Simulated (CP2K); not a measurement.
# GeSe (Germanium monoselenide) at HF/aug-cc-pVTZ

Aim: the energy change on altering one bond length of GeSe (Germanium monoselenide) at HF/aug-cc-pVTZ, from 2 runs. 

Program for the calculation: CP2K 2026.2.

1 further run of the same task is left out (set aside as unsound or not needed).

### Step 1. The structure to begin with

GeSe has 2 atoms, charge 0, and is taken as a singlet. SMILES: `[Ge-]#[Se+]`. The bond length is the measured one.

Bond lengths: Ge1–Se2 2.135 Å.

### Step 2. A single-point energy at HF/aug-cc-pVTZ

File molecule.xyz:

```xyz
2

Ge     0.000000     0.000000     0.000000
Se     0.000000     0.000000     2.134629
```

File gas.inp:

```
&global
  project_name gas
  run_type ENERGY
  print_level MEDIUM
&end global

&force_eval
  method Quickstep
  &dft
    basis_set_file_name ./aug_cc_pvtz.basis
    potential_file_name POTENTIAL
    # Quickstep
    &qs
      method GAPW
      eps_default 1.0E-10
    &end qs
    &mgrid
      cutoff 280
      rel_cutoff 50
      ngrids 4
    &end mgrid
    # no periodic images
    &poisson
      periodic NONE
      poisson_solver MULTIPOLE
    &end poisson
    # self-consistent field
    &scf
      scf_guess ATOMIC
      eps_scf 1.0E-07
      max_scf 100
      added_mos 5
      &diagonalization
        algorithm STANDARD
      &end diagonalization
      &mixing
        method DIRECT_P_MIXING
        alpha 0.4
      &end mixing
    &end scf
    # exchange and correlation
    &xc
      &xc_functional NONE
      &end xc_functional
      # exact exchange
      &hf
        fraction 1
        &screening
          eps_schwarz 1.0E-10
        &end screening
        &memory
          max_memory 1050
        &end memory
      &end hf
    &end xc
    # extra output
    &print
      &moments
        periodic F
        reference COM
        max_moment 1
      &end moments
      &mo ON
        energies T
        occupation_numbers T
        ndigits 6
        &each
          qs_scf 0
        &end each
        add_last NUMERIC
      &end mo
      &lowdin ON
      &end lowdin
      &hirshfeld OFF
      &end hirshfeld
    &end print
  &end dft
  # atoms, cell and kinds
  &subsys
    &cell
      abc 8.6 8.6 10.7
      periodic NONE
    &end cell
    &topology
      coord_file_name molecule.xyz
      coord_file_format XYZ
      &center_coordinates
      &end center_coordinates
    &end topology
    &kind Ge
      basis_set aug-cc-pVTZ
      potential ALL
      lebedev_grid 194
      radial_grid 100
    &end kind
    &kind Se
      basis_set aug-cc-pVTZ
      potential ALL
      lebedev_grid 194
      radial_grid 100
    &end kind
  &end subsys
&end force_eval
```

The run is started by

```
OMP_NUM_THREADS=1 cp2k.psmp -i gas.inp > gas.out 2>&1
```

Output:

```text
CP2K| version string:                                       CP2K version 2026.2
[...]
 GLOBAL| Method name                                                        CP2K
[...]
 GLOBAL| Run type                                                         ENERGY
[...]
 DFT| Spin restricted Kohn-Sham (RKS) calculation                            RKS
 DFT| Multiplicity                                                             1
[...]
 DFT| Charge                                                                   0
[...]
 QS| Method:                                                                GAPW
[...]
 QS| Density cutoff [a.u.]:                                                140.0
[...]
 QS| Relative density cutoff [a.u.]:                                        25.0
[...]
                             - Atoms:                                          2
[...]
                             - Spherical basis functions:                    118
[...]
 Number of electrons:                                                         66
[...]
     1 P_Mix/Diag. 0.40E+00  496.1     0.80665668     -4475.3444989829 -4.48E+03
[...]
    19 DIIS/Diag.  0.12E-06    0.7     0.00000007     -4475.3358702619 -2.73E-12
  *** SCF run converged in    19 steps ***
[...]
  Overlap energy of the core charge distribution:               0.00001512530124
  Self energy of the core charge distribution:              -1174.35017019940392
  Core Hamiltonian energy:                                  -3647.79281785092326
  Hartree energy:                                             132.82721045058244
  Exchange-correlation energy:                                  0.00000000000000
  Hartree-Fock Exchange energy:                              -163.04282016982984
[...]
                     Mulliken Population Analysis
 #  Atom  Element  Kind  Atomic population                           Net charge
       1     Ge       1         31.818285                              0.181715
       2     Se       2         34.181715                             -0.181715
 # Total charge                             66.000000                  0.000000
[...]
  Dipole moment [Debye]
    X=  0.4885396E-08 Y=  0.4885404E-08 Z= -0.2473831E+01  Total=      2.4738308
 ENERGY| Total FORCE_EVAL ( QS ) energy [hartree]          -4475.335870261929813
[...]
```

Wall time 8.5 min (1 thread of Arm Neoverse V1, shared host); peak memory 0.75 GiB.

### Step 3. The distorted shape

File calc.inp:

```
&GLOBAL
  PROJECT calc
  RUN_TYPE ENERGY
  PRINT_LEVEL MEDIUM
&END GLOBAL

&FORCE_EVAL
  METHOD QS
  &DFT
    BASIS_SET_FILE_NAME ./aug_cc_pvtz.basis
    POTENTIAL_FILE_NAME POTENTIAL
    CHARGE 0
    MULTIPLICITY 1
    &QS
      METHOD GAPW
      EPS_DEFAULT 1.0E-10
    &END QS
    &MGRID
      CUTOFF 280
      REL_CUTOFF 50
      NGRIDS 4
    &END MGRID
    &POISSON
      PERIODIC NONE
      POISSON_SOLVER MULTIPOLE
    &END POISSON
    &SCF
      SCF_GUESS ATOMIC
      EPS_SCF 1.0E-07
      MAX_SCF 80
      ADDED_MOS 3
      &DIAGONALIZATION
        ALGORITHM STANDARD
      &END DIAGONALIZATION
      &MIXING
        METHOD DIRECT_P_MIXING
        ALPHA 0.4
      &END MIXING
    &END SCF
    &XC
      &XC_FUNCTIONAL NONE
      &END XC_FUNCTIONAL
      &HF
        FRACTION 1
        &SCREENING
          EPS_SCHWARZ 1.0E-10
          SCREEN_ON_INITIAL_P F
        &END SCREENING
        &INTERACTION_POTENTIAL
          POTENTIAL_TYPE COULOMB
        &END INTERACTION_POTENTIAL
        &MEMORY
          MAX_MEMORY 1050
        &END MEMORY
      &END HF
    &END XC
    &PRINT
      &MOMENTS
        PERIODIC F
        REFERENCE COM
        MAX_MOMENT 1
      &END MOMENTS
      &MO ON
        ENERGIES T
        OCCUPATION_NUMBERS T
        NDIGITS 6
        &EACH
          QS_SCF 0
        &END EACH
        ADD_LAST NUMERIC
      &END MO
      &LOWDIN ON
      &END LOWDIN
      &HIRSHFELD OFF
      &END HIRSHFELD
      &MO_MOLDEN ON
        NDIGITS 8
      &END MO_MOLDEN
    &END PRINT
  &END DFT
  &SUBSYS
    &CELL
      ABC [angstrom] 8.6 8.6 11.1
      PERIODIC NONE
    &END CELL
    &COORD
      Ge     0.000000     0.000000    -0.320171
      Se     0.000000     0.000000     2.134629
    &END COORD
    &TOPOLOGY
      &CENTER_COORDINATES
      &END CENTER_COORDINATES
    &END TOPOLOGY
    &KIND Ge
      BASIS_SET aug-cc-pVTZ
      POTENTIAL ALL
      LEBEDEV_GRID 194
      RADIAL_GRID 100
    &END KIND
    &KIND Se
      BASIS_SET aug-cc-pVTZ
      POTENTIAL ALL
      LEBEDEV_GRID 194
      RADIAL_GRID 100
    &END KIND
  &END SUBSYS
&END FORCE_EVAL
```

The run is started by

```
OMP_NUM_THREADS=1 cp2k.psmp calc.inp > calc.out
```

Output:

```text
CP2K| version string:                                       CP2K version 2026.2
[...]
 GLOBAL| Method name                                                        CP2K
[...]
 GLOBAL| Run type                                                         ENERGY
[...]
 DFT| Spin restricted Kohn-Sham (RKS) calculation                            RKS
 DFT| Multiplicity                                                             1
[...]
 DFT| Charge                                                                   0
[...]
 QS| Method:                                                                GAPW
[...]
 QS| Density cutoff [a.u.]:                                                140.0
[...]
 QS| Relative density cutoff [a.u.]:                                        25.0
[...]
                             - Atoms:                                          2
[...]
                             - Spherical basis functions:                    118
[...]
 Number of electrons:                                                         66
[...]
     1 P_Mix/Diag. 0.40E+00  487.7     0.70018605     -4475.0249534184 -4.48E+03
[...]
    20 DIIS/Diag.  0.73E-07    0.6     0.00000004     -4475.2996763805  1.82E-12
  *** SCF run converged in    20 steps ***
[...]
  Overlap energy of the core charge distribution:               0.00000009911385
  Self energy of the core charge distribution:              -1174.35017019940392
  Core Hamiltonian energy:                                  -3647.93360962099086
  Hartree energy:                                             133.00684620717885
  Exchange-correlation energy:                                  0.00000000000000
  Hartree-Fock Exchange energy:                              -162.93614635896000
[...]
                     Mulliken Population Analysis
 #  Atom  Element  Kind  Atomic population                           Net charge
       1     Ge       1         31.609624                              0.390376
       2     Se       2         34.390376                             -0.390376
 # Total charge                             66.000000                 -0.000000
[...]
  Dipole moment [Debye]
    X=  0.7166777E-08 Y=  0.7166782E-08 Z= -0.4364785E+01  Total=      4.3647854
 ENERGY| Total FORCE_EVAL ( QS ) energy [hartree]          -4475.299676380538585
[...]
```

Wall time 8.3 min (1 thread of Arm Neoverse V1, shared host); peak memory 0.78 GiB.

### Step 4. Outcome

At HF/aug-cc-pVTZ:

| quantity | value |
| --- | --- |
| first shape: total energy | -4475.33587 Eh |
| first shape: dipole moment | 2.47 D |
| first shape: HOMO energy | -9.59 eV |
| first shape: LUMO energy | 0.27 eV |
| first shape: HOMO–LUMO gap | 9.85 eV |
| distorted shape: total energy | -4475.29968 Eh |
| distorted shape: dipole moment | 4.36 D |
| distorted shape: HOMO energy | -8.67 eV |
| distorted shape: LUMO energy | -0.44 eV |
| distorted shape: HOMO–LUMO gap | 8.22 eV |
| energy change with the Ge1–Se2 bond stretched from 2.135 to 2.455 Å | 0.985 eV |

**Reading.** With the Ge1–Se2 bond stretched from 2.135 to 2.455 Å the energy rises by 0.98 eV (95.0 kJ/mol). The first shape isn't relaxed at this level, so the change isn't measured from a minimum.
